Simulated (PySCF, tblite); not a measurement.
**C6H7OP: geometry, infrared bands and NMR shifts**

What infrared bands and NMR shifts should C6H7OP (`C=Cc1pcoc1C`) show?

Programs: tblite 0.8.0 and PySCF 2.14.0, with density-fitted response routines of our own. Each step states its level of theory. These are calculated values for one molecule in the gas phase, unless marked as measured. Atoms are numbered from 0 throughout.

### Step 1. The starting structure

15 atoms, charge 0, multiplicity 1; geometry from: force field or distance geometry start.

Bonds of the start (Å): C0–C1 1.34, C1–C2 1.45, C2–P3 1.85, P3–C4 1.82, C4–O5 1.36, O5–C6 1.37, C6–C7 1.49, C6–C2 1.40, C0–H8 1.09, C0–H9 1.08, C1–H10 1.08, C4–H11 1.08, C7–H12 1.08, C7–H13 1.09, C7–H14 1.10.

### Step 2. Relaxing the molecule with GFN2-xTB

The job: settings as JSON, then the geometry in Å.

```
{"job": {"kind": "relax", "xc": "GFN2-xTB", "basis": "xTB"}, "charge": 0, "multiplicity": 1}
C     -2.516100    -1.143800    -0.135500
C     -1.526100    -0.251700    -0.056000
C     -0.104200    -0.531700    -0.043600
P      0.623800    -2.231800    -0.185200
C      2.198600    -1.330700    -0.070000
O      2.149300     0.025400     0.030900
C      0.860700     0.480600     0.047100
C      0.745600     1.958300     0.174900
H     -3.551400    -0.806100    -0.121500
H     -2.368100    -2.211300    -0.215800
H     -1.817900     0.787700     0.033700
H      3.186500    -1.762300    -0.095900
H      1.717400     2.433300     0.235300
H      0.188800     2.218300     1.073200
H      0.208600     2.373700    -0.693500
```

On the command line:

```sh
$ OMP_NUM_THREADS=1 python probes_run.py task.json out
```

The driver reads the jobs from task.json and runs them one after another.

**Question.** This job is followed by: GFN2-xTB harmonic vibrations, gas phase; GIAO PBE0/pcSseg-1 NMR shielding, non-relativistic, gas phase. Predict these results of the whole session: strongest single infrared mode (GFN2-xTB); zero-point energy (GFN2-xTB); 13C shifts against TMS (PBE0/pcSseg-1); 1H shifts against TMS (PBE0/pcSseg-1, means over atoms taken as alike); 31P shifts against H3PO4 (PBE0/pcSseg-1); 17O shifts against H2O (PBE0/pcSseg-1); surface potential, 1st and 99th percentile.

**Answer**, as computed:

```
                                                              quantity                                        value
                             strongest single infrared mode (GFN2-xTB)                         1530 cm⁻¹, 70 km/mol
                                          zero-point energy (GFN2-xTB)                                70.3 kcal/mol
                                13C shifts against TMS (PBE0/pcSseg-1)  186.4, 162.1, 144.5, 136.2, 121.0, 15.3 ppm
1H shifts against TMS (PBE0/pcSseg-1, means over atoms taken as alike)             8.65, 6.93, 6.43, 5.51, 2.62 ppm
                              31P shifts against H3PO4 (PBE0/pcSseg-1)                                    131.9 ppm
                                17O shifts against H2O (PBE0/pcSseg-1)                                    360.8 ppm
                                 surface potential, 1st and 99th percentile                           -0.68 V and 1.02 V
```

The optimisation took 38 steps and gained 0.384 eV; among the close pairs (by a distance rule), P3–C4 changed most, from 1.818 to 1.705 Å. All 39 modes are real, so the xTB geometry is a minimum. The strongest single mode, at 1530 cm⁻¹, moves mainly C6 and C2. Unscaled tight-binding wavenumbers are off by several per cent, some by more. Its intensities can rank the bands wrongly. At PBE0/pcSseg-1: The widest tensor belongs to P3: span 499 ppm, with a paramagnetic part of -782 ppm. NICS(1)zz of -22 ppm above the planar ring from C2 marks a diatropic (aromatic) ring current. At PBE0/pcSseg-1, counted by nearest atom on the grid, the HOMO lies on C6 25 %; C0, C2, C4 about 16 % each, the LUMO on P3 35 %; C4 20 %.
